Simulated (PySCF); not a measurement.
# C8H19OP: the cost of one run

Programs: PySCF 2.14.0, with routines of our own; each step states its level. All values are computed. Atoms count from 0.

## (1) The system as given

29 atoms, charge 0, multiplicity 1; geometry from: GFN2-xTB.

## (2) Open-shell or spin-flip excitations: collinear spin-flip TDA M06-2X/def2-SVP

What the job is given:

```
{"job": {"kind": "uabs", "xc": "M06-2X", "basis": "def2-SVP", "nstates": 8, "spin_flip": true, "ref_mult": 3}, "charge": 0, "multiplicity": 1}
C     -0.398873     2.610543    -1.151951
C     -1.028497     1.252246    -0.910211
P     -0.207910     0.157209     0.115647
C      0.070585     0.949256     1.735042
C      1.508648    -0.700826    -0.028716
O      2.337529     0.431067    -0.134377
C      3.669081     0.129520    -0.456751
C     -1.294363    -1.305451     0.452744
C     -1.487988    -2.147843    -0.802547
C     -2.629634    -0.820002     0.998759
H     -1.181210     3.299955    -1.472941
H      0.039029     2.998383    -0.234327
H      0.375297     2.610969    -1.921794
H     -1.322224     0.759842    -1.840073
H     -0.759224     1.624829     1.931496
H      1.001291     1.510854     1.697844
H      0.140033     0.192323     2.515452
H      1.563990    -1.309749    -0.944469
H      1.798964    -1.329025     0.826999
H      4.199035     1.077730    -0.526710
H      4.133311    -0.493189     0.319159
H      3.736437    -0.398392    -1.416508
H     -0.777928    -1.907968     1.212836
H     -2.002452    -1.568018    -1.564725
H     -2.087498    -3.029787    -0.579488
H     -0.531001    -2.476986    -1.203115
H     -3.298251    -1.660998     1.175705
H     -3.091976    -0.145194     0.282975
H     -2.494107    -0.283345     1.934906
```

Method: collinear spin-flip TDA M06-2X/def2-SVP, vertical, gas phase, core orbitals frozen in the response.

The run is started by

```sh
$ OMP_NUM_THREADS=1 python excited_run.py task.json out
```

The driver reads the jobs from task.json and runs them one after another.

**Question.** How long does this first job take on 1 thread of Intel Xeon at 2.50GHz, shared host, and how much memory does it need?

About 4.7 min, with a peak of 0.94 GiB.
